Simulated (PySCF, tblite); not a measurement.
# C6H13NOS: infrared bands and NMR shifts

Wanted: the infrared bands and NMR shifts of C6H13NOS (`C[S@](=O)C1CCNCC1`), by calculation.

The runs use tblite 0.8.0 and PySCF 2.14.0, with density-fitted response routines of our own; the level of theory stands in each step. All values are computed, except where a source is named. Atoms are numbered from 0 throughout.

### Step 1. The starting structure

22 atoms, charge 0, multiplicity 1; geometry from: GFN2-xTB.

Bonds of the start (Å): C0–S1 1.85, S1–O2 1.46, S1–C3 1.88, C3–C4 1.52, C4–C5 1.53, C5–N6 1.45, N6–C7 1.45, C7–C8 1.53, C8–C3 1.52, C0–H9 1.08, C0–H10 1.08, C0–H11 1.08, C3–H12 1.09, C4–H13 1.09, C4–H14 1.09, C5–H15 1.09, C5–H16 1.11, N6–H17 1.01, C7–H18 1.11, C7–H19 1.09, C8–H20 1.09, C8–H21 1.09.

### Step 2. Infrared spectrum with GFN2-xTB

What the job is given:

```
{"job": {"kind": "ir", "xc": "GFN2-xTB", "basis": "xTB"}, "charge": 0, "multiplicity": 1}
C      2.736300    -0.134145    -1.336283
S      1.012243     0.504571    -1.521780
O      1.149763     1.950744    -1.706237
C      0.541582     0.277808     0.280389
C     -0.567281     1.270910     0.586334
C     -1.831170     0.898387    -0.183329
N     -2.222700    -0.456462     0.158390
C     -1.219073    -1.415697    -0.257696
C      0.072693    -1.148401     0.513371
H      2.697892    -1.176403    -1.043409
H      3.265220     0.462201    -0.601557
H      3.221272    -0.037407    -2.301975
H      1.430526     0.508204     0.871015
H     -0.245706     2.271456     0.292046
H     -0.777340     1.267244     1.657594
H     -2.645568     1.572493     0.090165
H     -1.628969     1.015148    -1.264128
H     -3.117386    -0.679519    -0.264862
H     -1.009700    -1.358823    -1.341677
H     -1.585156    -2.419733    -0.029821
H     -0.124459    -1.285478     1.578932
H      0.836606    -1.867713     0.212684
```

**Question.** This job is followed by: GIAO PBE0/pcSseg-1 NMR shielding, non-relativistic, gas phase. Predict these results of the whole session: strongest single infrared mode (GFN2-xTB); zero-point energy (GFN2-xTB); ¹³C shifts against TMS (PBE0/pcSseg-1); ¹H shifts against TMS (PBE0/pcSseg-1, means over atoms taken as alike); ³³S shifts against CS2 (PBE0/pcSseg-1); ¹⁷O shifts against H2O (PBE0/pcSseg-1); ¹⁵N shifts against NH3 (PBE0/pcSseg-1).

The runs gave:

```
                                                              quantity                                                                 value
                             strongest single infrared mode (GFN2-xTB)                                                 1133 cm⁻¹, 275 km/mol
                                          zero-point energy (GFN2-xTB)                                                        117.3 kcal/mol
                                ¹³C shifts against TMS (PBE0/pcSseg-1)                                68.7, 47.2, 47.2, 43.9, 30.0, 28.1 ppm
¹H shifts against TMS (PBE0/pcSseg-1, means over atoms taken as alike)  3.26, 3.21, 2.88, 2.76, 2.61, 2.57, 2.27, 2.08, 1.83, 1.21, 0.92 ppm
                                ³³S shifts against CS2 (PBE0/pcSseg-1)                                                               309 ppm
                                ¹⁷O shifts against H2O (PBE0/pcSseg-1)                                                              30.7 ppm
                                ¹⁵N shifts against NH3 (PBE0/pcSseg-1)                                                              57.5 ppm
```

What this shows: All 60 modes are real, so the xTB geometry is a minimum. GFN2-xTB is a fitted tight-binding method: band positions and strengths are rough. Its intensities can rank the bands wrongly.
